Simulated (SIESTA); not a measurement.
## MnPt2 under changes of volume

One of the cells (15.716 Å³/atom); the others are scaled copies at fixed shape and fractional positions:

```xyz
3
Lattice="2.8773 0.0000 0.0000 -1.4387 2.4918 0.0000 0.0000 0.0000 6.5758" Properties=species:S:1:pos:R:3 pbc="T T T"
Pt    1.4387    0.8306    2.0793
Pt    0.0000    1.6612    4.4965
Mn    0.0000    0.0000    0.0000
```

The cell comes from a database or a generator and needn't be the stable form of this composition.

```yaml
Program: SIESTA 5.4.2
Functional: PBEsol
Potentials_or_basis: PseudoDojo 0.4 standard (PBEsol files)
Basis: DZP (energy shift 0.003 Ry; two zetas on semicore shells)
Grid_cutoff: 800 Ry
Energy_shift: 0.003 Ry
k_mesh: 11 × 11 × 4
Occupations: fermi-dirac, width 0.05 eV
Spin: collinear spin, ferromagnetic start
Starting_moments: "[0.0, 0.0, 4.0] μB"
```

```tsv
volume (Å³/atom)	energy over the lowest point (meV/atom)	pressure (GPa)	moment (μB per cell)	largest force (eV/Å)
14.483	3.53	4.0	4.31	0.245
14.791	0.00	-0.7	4.43	0.211
15.099	?	?	?	?
15.716	36.16	-11.7	4.63	0.066
16.024	61.20	-14.6	4.67	0.035
16.332	91.47	-17.0	4.70	0.007
```

Q: What does the run at 15.099 Å³/atom give?

A: Energy over the lowest point 4.83 meV/atom; pressure -4.7 GPa; moment 4.52 μB per cell; largest force 0.172 eV/Å.

Worked out: A Birch-Murnaghan fit of order 3 (a polynomial in V^(-2/3)) to the other rows has its minimum at 14.76 Å³/atom with B0 = V·E''(V) = 211 GPa and B' = 4.4 at fixed shape and positions, which overstates the stiffness. It gives 4.82 meV/atom at 15.099 Å³/atom, against the run's 4.83, and -dE/dV = -4.5 GPa, against -4.7. A parabola through the other rows of the moment, of slope 0.258 μB per Å³/atom there, gives 4.51 μB, against the run's 4.52.

Energies are extrapolated to zero smearing.

Caveats: short orbitals over semicore shells can move pressures by several GPa; the basis of atomic orbitals isn't converged, which shifts pressures, moduli and gaps.
